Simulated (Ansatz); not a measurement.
# Br4Zr: the cost of one run

Method: the settings change from run to run; program: Ansatz 0.2.0, Gaussian basis.

**1. The molecule**

The geometry comes from an earlier relaxation with PBE0-D4 in a triple-zeta def2 set; it is a stationary point. Zr takes a core potential in def2 sets; no spin-orbit term is included.

5 atoms, charge 0, spin multiplicity 1.

Atoms are counted from 1 here; the program's logs count them from 0.

Bond lengths: Br1–Zr2 2.466 Å, Zr2–Br3 2.466 Å, Zr2–Br4 2.467 Å, Zr2–Br5 2.466 Å. Angles: Br1–Zr2–Br3 109.5°, Br1–Zr2–Br4 109.5°, Br1–Zr2–Br5 109.5°, Br3–Zr2–Br4 109.4°, Br3–Zr2–Br5 109.5°, Br4–Zr2–Br5 109.5°.

Geometry (Å):

```xyz
5
Br4Zr
Br   -1.20910   -0.42486    2.09624
Zr    0.01002   -0.01473   -0.00825
Br    2.27675   -0.97332    0.15396
Br   -1.19819   -1.07510   -1.87894
Br    0.17041    2.41442   -0.40452
```

**2. SPW92/cc-pVTZ-DK**

Set apart from the defaults: atoms shaken by 0.15 Å, high accuracy.

in.yaml

```yaml
crystal:
  periodic: [false, false, false]
  atoms:
    - {symbol: Br, position_ang: [-1.218980, -0.428704, 2.332097]}
    - {symbol: Zr, position_ang: [0.065947, -0.159267, -0.101235]}
    - {symbol: Br, position_ang: [2.288908, -0.970404, 0.154489]}
    - {symbol: Br, position_ang: [-1.098188, -1.237723, -1.948078]}
    - {symbol: Br, position_ang: [0.130096, 2.340170, -0.132766]}
basis:
  gaussian: {orbitals: cc-pVTZ-DK}
hamiltonian: {xc: {name: SPW92}}
accuracy: high
output: {forces: true}
```

Command:

```sh
> ansatz run in.yaml --threads 2 --pin off --events-out ev --progress --plain --max-ram 32768MiB --backend cpu
```

What time and memory should one allow on 2 threads of AMD EPYC 7R13, shared host?

About 57 s, with a peak of 1.6 GiB.
